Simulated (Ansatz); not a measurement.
# Zr4Si3B: the cost of one run

Method: DFT PBE, scalar-relativistic, plane waves, PAW, in Ansatz 0.2.0.

1 further run of the same task is left out (it didn't finish).

### Step 1. Starting point

The cell holds 16 atoms (B2Si6Zr8): a = 6.617 Å, b = 6.592 Å, c = 6.613 Å, α = 91.69°, β = 94.88°, γ = 88.05°.

It is the last frame of an earlier stage of the same melt, run at 300 K.

As a file:

```cif
data_structure
_symmetry_space_group_name_H-M 'P 1'
_symmetry_Int_Tables_number 1
_cell_length_a 6.6166
_cell_length_b 6.5921
_cell_length_c 6.6126
_cell_angle_alpha 91.686
_cell_angle_beta 94.885
_cell_angle_gamma 88.052
_cell_volume 287.11
loop_
_atom_site_label
_atom_site_type_symbol
_atom_site_fract_x
_atom_site_fract_y
_atom_site_fract_z
_atom_site_occupancy
Zr1 Zr 0.18734 0.54201 0.80794 1
Zr2 Zr 0.88429 0.83793 0.62588 1
Zr3 Zr 0.60708 0.11611 0.40534 1
Zr4 Zr 0.46684 0.19451 0.97204 1
Zr5 Zr 0.65887 0.56846 0.25916 1
Zr6 Zr 0.92784 0.88961 0.10060 1
Zr7 Zr 0.70324 0.44748 0.72320 1
Zr8 Zr 0.10639 0.20016 0.43757 1
Si1 Si 0.09698 0.59651 0.35846 1
Si2 Si 0.87761 0.27660 0.09250 1
Si3 Si 0.05707 0.16056 0.82371 1
Si4 Si 0.44050 0.74250 0.55350 1
Si5 Si 0.32855 0.89969 0.21896 1
Si6 Si 0.53139 0.79590 0.90687 1
B1 B 0.37678 0.44719 0.46571 1
B2 B 0.23445 0.90507 0.89651 1
```

### Step 2. Relaxation without symmetry, coarse mesh

A cheap relaxation: coarse mesh, no symmetry, loose thresholds.

The input, input.yaml:

```yaml
crystal:
  lattice:
    - [6.609711, 0.110313, -0.281118]
    - [0.110313, 6.590489, -0.094821]
    - [-0.281118, -0.094821, 6.605964]
  atoms:
    - { symbol: Zr, position: [0.187339953, 0.54201488, 0.8079400757] }
    - { symbol: Zr, position: [0.884294126, 0.8379273148, 0.6258829773] }
    - { symbol: Zr, position: [0.6070834676, 0.1161068862, 0.4053430522] }
    - { symbol: Zr, position: [0.466844294, 0.1945123952, 0.9720422497] }
    - { symbol: Zr, position: [0.6588663953, 0.5684590851, 0.2591574495] }
    - { symbol: Zr, position: [0.927837142, 0.8896061446, 0.1005978318] }
    - { symbol: Zr, position: [0.7032355, 0.4474801657, 0.7231994652] }
    - { symbol: Zr, position: [0.1063894699, 0.2001635008, 0.4375743796] }
    - { symbol: Si, position: [0.096980114, 0.5965079658, 0.3584568546] }
    - { symbol: Si, position: [0.8776148436, 0.2766004871, 0.0925014113] }
    - { symbol: Si, position: [0.0570678561, 0.1605590053, 0.8237125816] }
    - { symbol: Si, position: [0.4404974854, 0.7424973997, 0.5535008998] }
    - { symbol: Si, position: [0.3285532304, 0.8996936754, 0.2189589967] }
    - { symbol: Si, position: [0.5313908827, 0.7958966746, 0.9068683504] }
    - { symbol: B, position: [0.376784807, 0.4471934964, 0.4657075568] }
    - { symbol: B, position: [0.2344513615, 0.9050704395, 0.8965112177] }
  symmetry: { detect: false }
basis:
  ecutwfc: 420
kpoints:
  mp_grid: { grid: [2, 2, 2], shift: [0.5, 0.5, 0.5] }
hamiltonian:
  xc: pbe
scf:
  occupations: { method: gaussian, width: 0.1 }
  lower_state_search: "off"
output:
  forces: true
  stress: true
  eigenvalues: true
relax:
  adjacent_minimum: "off"
  f_tol: 0.04
  max_steps: 70
  cell: { stress_tol: 0.3 }
```

Command:

```console
$ ansatz run input.yaml --threads 2 --pin off --max-ram 5120MiB --backend cpu --events-out ev --progress --plain --runs-dir out
```

What time and memory should one allow on 2 threads of Arm Neoverse V1, shared host?

About 4.6 min, with a peak of 0.58 GiB.
